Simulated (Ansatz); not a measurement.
# BFH2SeSi: the cost of one run

Computed with Ansatz 0.2.0 through its Python package. The levels of theory stand in the script.

## (1) The structure

Bond lengths: F1–B2 1.508 Å, B2–Si3 2.002 Å, B2–Se4 2.071 Å, Si3–Se4 2.009 Å, Si3–H5 1.495 Å, Si3–H6 1.485 Å. Angles: F1–B2–Si3 143.4°, F1–B2–Se4 147.6°, Si3–B2–Se4 59.1°, B2–Si3–Se4 62.2°, B2–Si3–H5 112.9°, B2–Si3–H6 114.0°, Se4–Si3–H5 113.9°, Se4–Si3–H6 116.6°, H5–Si3–H6 122.4°, B2–Se4–Si3 58.7°.

The script reads bfh2sesi.xyz:

```xyz
6

F     0.63860   -2.43070    0.45580
B    -0.12550   -1.14080    0.29580
Si    0.08440    0.81670   -0.06670
Se   -1.58230   -0.08630   -0.73110
H     1.08500    1.10460   -1.13890
H    -0.05820    1.67240    1.13900
```

## (2) Script

Input file bfh2sesi_methods.py:

```python
"""One geometry of BFH2SeSi, method by method."""

from pathlib import Path

import ansatz as az
import numpy as np

BASIS = "def2-SVP"

system = az.Crystal.molecule_from_extxyz("bfh2sesi.xyz")

setup = system.calculation().basis(gaussian=BASIS)

print("functional    E (Ha)        dipole (D)   HOMO (eV)  LUMO (eV)")
for name in ["lda", "revpbe", "hse06", "cam_b3lyp"]:
    report = setup.functional(name).forces().orbitals().run(runs_dir="runs").report
    lines = Path(report["orbitals_path"]).read_text().splitlines()
    field_of = lambda key: [line.split("=")[1].strip() for line in lines if line.startswith(key)]
    orbitals = [(27.211386 * float(e), s, float(n)) for e, s, n in zip(field_of("Ene="), field_of("Spin="), field_of("Occup="))]
    homo = max(e for e, _, n in orbitals if n > 0.5)
    lumo = min(e for e, _, n in orbitals if n < 0.5)
    dipole = 4.803205 * np.linalg.norm(report["charge_distribution"]["dipole_moment_e_ang"])
    print(f"{name:10s} {report['free_energy_ev'] / 27.211386246:14.6f} {dipole:9.3f} {homo:11.3f} {lumo:10.3f}")
```

## (3) The input behind the calls

The package turns the script's settings into the engine's input (first run):

```yaml
crystal:
  periodic: [false, false, false]
  atoms:
    - { symbol: F, position_ang: [0.6386, -2.4307, 0.4558] }
    - { symbol: B, position_ang: [-0.1255, -1.1408, 0.2958] }
    - { symbol: Si, position_ang: [0.0844, 0.8167, -0.0667] }
    - { symbol: Se, position_ang: [-1.5823, -0.0863, -0.7311] }
    - { symbol: H, position_ang: [1.085, 1.1046, -1.1389] }
    - { symbol: H, position_ang: [-0.0582, 1.6724, 1.139] }
basis:
  gaussian:
    orbitals: def2-SVP
hamiltonian:
  xc: lda
output:
  orbitals: {}
  forces: true
```

## (4) Running it

Run with:

```console
$ python bfh2sesi_methods.py
```

Q: Estimate wall time and peak memory on 1 thread of Intel Xeon Platinum 8259CL at 2.50GHz (Skylake/Cascade Lake), shared host.

About 19 s, with a peak of 0.28 GiB.
